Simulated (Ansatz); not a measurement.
Debugging a check of PAW against all-electron LAPW of HfMg3, space group I4/mmm (the Python package of Ansatz (0.2.0)).

Script `paw_lapw_hfmg3.py`:
```python
"""PAW against all-electron LAPW for HfMg3."""

import ansatz as az
from ase import Atoms
import numpy as np

SETTINGS = {
    "functional": "gga-pbe",
    "kgrid": (7, 7, 7),
    "smearing": "gaussian",
    "sigma": 0.05,
}


def count_gap(report):
    # lowest empty less highest filled band, counting bands; zero where they overlap
    return max(report.get("gap_by_band_count_ev") or 0.0, 0.0)

atoms = Atoms(
    ["Mg", "Mg", "Mg", "Hf"],
    scaled_positions=[
        [0.5, 0.5, 0.0],
        [0.25, 0.75, 0.5],
        [0.75, 0.25, 0.5],
        [0.0, 0.0, 0.0],
    ],
    cell=[
        [-2.226353, 2.226353, 4.48462],
        [2.226353, -2.226353, 4.48462],
        [2.226353, 2.226353, -4.48462],
    ],
    pbc=True,
)
hfmg3 = az.Crystal.from_ase(atoms)

calculation = (
    hfmg3.calculation()
    .functional(SETTINGS["functional"])
    .kpoints(*SETTINGS["kgrid"])
    .occupations(SETTINGS["smearing"], width=SETTINGS["sigma"])
    .stress()
    .forces()  # eV per angstrom
    .band_table()
)
variants = {
    "PAW": calculation.pseudopotentials("paw"),
    "LAPW": calculation.pseudopotentials("all_electron", lapw=True),
}
# totals differ by the cores that each treatment holds, so compare what does not depend on them
rows = []
for label, variant in variants.items():
    summary = variant.run(threads=1).report
    levels = np.array(summary["eigenvalues_ev"][0]) - summary["fermi_energy_ev"]
    print(label, "levels at the first k-point near E_F:", np.round(levels[np.abs(levels) < 5], 3))
    rows.append((label, summary["n_electrons"], np.trace(summary["stress_gpa"]) / 3, float(np.abs(summary["forces_ev_ang"]).max()), count_gap(summary)))
print("     treatment  electrons in bands           P GPa  max force component eV/A  gap by band count eV")
for row in rows:
    print(f"{str(row[0]):>14s}  {row[1]:18.1f}  {row[2]:14.3f}  {row[3]:24.4f}  {row[4]:20.3f}")
```

```console
$ python paw_lapw_hfmg3.py
Traceback (most recent call last):
  File "paw_lapw_hfmg3.py", line 38, in <module>
    .functional(SETTINGS["functional"])
     ~~~~~~~~~~^^^^^^^^^^^^^^^^^^^^^^^^
  ...
ansatz.errors.InputError: .functional('gga-pbe'): not one of lda, pbe, pbesol, rpbe, revpbe, blyp, pbe0, revpbe0, b3lyp, b3lyp5, hse06, wpbeh, hiss, lc_wpbe, cam_b3lyp, hf, r2scan, r2scanh, r2scan0, r2scan50, mr2scan, a composition, a text  [hamiltonian.xc]
```
(Library frames cut from the traceback.)

Find the fault and give the corrected script.

The fault: the functional's name isn't one that the program knows. The change:

```diff
--- before
+++ after
@@ -7,3 +7,3 @@
 SETTINGS = {
-    "functional": "gga-pbe",
+    "functional": "pbe",
     "kgrid": (7, 7, 7),
```

With that change:

```console
$ python paw_lapw_hfmg3.py
DeckWarning: basis.ecutwfc = 420 eV, auto-derived from the records' recommended cutoffs: set by Mg (normal level)
PAW levels at the first k-point near E_F: [-0.862 -0.721 -0.317 -0.317  0.456  1.223  2.637  2.637  2.866  3.845]
LAPW levels at the first k-point near E_F: [-0.862 -0.721 -0.317 -0.317  0.456  1.223  2.637  2.637  2.868  3.847
  4.589]
     treatment  electrons in bands           P GPa  max force component eV/A  gap by band count eV
           PAW                56.0          -0.042                    0.0000                 0.000
          LAPW                66.0          -0.064                    0.0000                 0.000
```
(Warnings from the package without file and line.)

Reading the output:
- No spin polarisation was allowed.
- The computed bands are complete only to about 3.8 eV above the Fermi level.
- For a metal this k-point mesh is coarse: on a finer one energies can move by several to tens of meV an atom and pressures by half a GPa or more, differences at one mesh by less.
- A gap by band count of zero or less means overlapping bands, a metal.
- This cell is a computed structure, which may not be the phase found in nature.
- Levels are Kohn-Sham eigenvalues on this mesh, without spin-orbit coupling.
- Pressure is positive in compression; the treatments may keep other shells as core, so totals and counts of electrons can differ.
- Hardware and time: 40 s on 1 thread of Arm Neoverse V1 (shared host), peak memory 0.59 GiB.
